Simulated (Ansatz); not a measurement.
A run of Ansatz 0.2.0 is set up as follows.

Contents of input.yaml:

```yaml
crystal:
  lattice:
    - [5.69867, 0.00381, 0.01559]
    - [-0.70506, 6.10815, -0.00575]
    - [-2.73718, -1.39557, 6.63076]
  atoms:
    - { symbol: Hf, position: [0.11793, 0.01556, 0.13292] }
    - { symbol: In, position: [0.38842, 0.99901, 0.72891] }
    - { symbol: In, position: [0.75865, 0.00842, 0.49586] }
    - { symbol: In, position: [0.23461, 0.48841, 0.533] }
    - { symbol: In, position: [0.59649, 0.48211, 0.20528] }
    - { symbol: Si, position: [0.86778, 0.44029, 0.85544] }
    - { symbol: O, position: [0.55316, 0.38738, 0.7929] }
    - { symbol: O, position: [0.93454, 0.38483, 0.65596] }
    - { symbol: O, position: [0.98414, 0.26218, 0.00347] }
    - { symbol: O, position: [0.99083, 0.69806, 0.98452] }
    - { symbol: O, position: [0.08665, 0.06493, 0.39374] }
    - { symbol: O, position: [0.4868, 0.10883, 0.21799] }
hamiltonian:
  xc: pbe
  pseudopotentials: { kind: nc, accuracy: standard }
kpoints:
  mp_grid: { grid: [5, 5, 4] }
scf:
  occupations: { method: fermi_dirac, width: 0.05 }
output:
  forces: true
  stress: true
  eigenvalues: true
```

Potentials or basis: PseudoDojo standard (PBE files).

Command:

```bash
$ ansatz run input.yaml --threads 8 --pin off --max-ram 20480MiB --backend cpu --events-out ev --progress --plain --runs-dir out
```

Question: Predict the band gap on the k mesh.

Answer: 0.88 eV, indirect (least direct gap 1.16 eV).

Question: Predict the largest force.

Answer: 0.192 eV/Å.

Question: What does it give for the pressure?

Answer: -0.3 GPa.

Forces on the atoms (eV/Å):
```
Hf   0.041  0.037  0.071
In   0.002 -0.014 -0.002
In  -0.014 -0.023  0.012
In   0.009  0.016 -0.018
In   0.006  0.019 -0.002
Si  -0.003 -0.011  0.005
O    0.058  0.014  0.035
O   -0.046  0.004  0.055
O    0.029 -0.078  0.031
O   -0.001  0.073  0.040
O    0.092  0.010 -0.156
O   -0.172 -0.049 -0.071
```

Caveat: odd divisions of the mesh miss points on the zone boundary, where band edges often lie, so the gap on the mesh can be too wide; spin-orbit coupling is left out, which moves the levels of the heavy elements. Expect the measured gap to be larger: semilocal functionals such as PBE lack the derivative discontinuity.
